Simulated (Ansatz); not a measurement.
# Ga3B2As: from a guess to a relaxed structure

The task: take a trial cell of Ga3B2As to zero force and stress.

Method: DFT PBE, scalar-relativistic, plane waves, PAW, in Ansatz 0.2.0.

## 1. Starting point

The structure is trigonal, space group R-3m (No. 166). The conventional cell has a = 5.037 Å, b = 5.037 Å, c = 15.510 Å, α = 90.00°, β = 90.00°, γ = 120.00°. Ga (site symmetry 2/m) is surrounded by 2 B at 1.76 Å and 4 Ga at 2.52 Å and 2 As at 2.52 Å. B (site symmetry 3m) has 3 Ga at 1.76 Å in its first shell of neighbours. As (site symmetry -3m) has 6 Ga at 2.52 Å in its first shell of neighbours.

As a file:

```
CELL_PARAMETERS angstrom
2.51844 1.45402 5.16987
-2.51844 1.45402 5.16987
0.00000 -2.90805 5.16987
ATOMIC_POSITIONS crystal
Ga 0.50000 0.50000 0.00000
Ga 0.00000 0.50000 0.50000
Ga 0.50000 0.00000 0.50000
B 0.60218 0.60218 0.60218
B 0.39782 0.39782 0.39782
As 0.00000 0.00000 0.00000
```

A structure generator made this guess: random cell by space group and Wyckoff sites (R-3m, No. 166). Its size is a rough estimate.

## 2. Probe: one point on a coarse mesh

input.yaml reads:

```yaml
crystal:
  lattice:
    - [2.51844485, 1.45402481, 5.16986752]
    - [-2.51844485, 1.45402481, 5.16986752]
    - [0.0, -2.90804962, 5.16986752]
  atoms:
    - { symbol: Ga, position: [0.5, 0.5, 0.0] }
    - { symbol: Ga, position: [0.0, 0.5, 0.5] }
    - { symbol: Ga, position: [0.5, 0.0, 0.5] }
    - { symbol: B, position: [0.60218347, 0.60218347, 0.60218347] }
    - { symbol: B, position: [0.39781653, 0.39781653, 0.39781653] }
    - { symbol: As, position: [0.0, 0.0, 0.0] }
basis:
  ecutwfc: 420
kpoints:
  mp_grid: { grid: [6, 6, 6] }
hamiltonian:
  xc: pbe
scf:
  occupations: { method: gaussian, width: 0.1 }
  lower_state_search: "off"
output:
  forces: true
  stress: true
  eigenvalues: true
```

Started as:

```sh
> ansatz run input.yaml --threads 1 --pin off --max-ram 2560MiB --backend cpu --events-out ev --progress --plain --runs-dir out
```

Further runs follow: coarse relaxation; full relaxation.

Before running it: what results should come out? Wanted: conventional cell; volume; energy over the elements; gap on the mesh.

The runs gave:

| quantity | value |
| --- | --- |
| symmetry at the end (tolerance 0.05 Å) | space group R-3m (No. 166) |
| conventional cell | a = 6.336 Å, b = 6.336 Å, c = 10.169 Å, α = 90.00°, β = 90.00°, γ = 120.00° |
| volume | 19.64 Å³/atom |
| energy over the elements | +0.56 eV/atom |
| gap on the mesh | none (metal) |

What this shows: The space group R-3m (No. 166) is kept, and the volume per atom grows by 3.8 % from the first guess. The formation energy is positive, so the separate elements lie lower. No finished test with a distortion of lower symmetry is shown, so the end may be a saddle point.
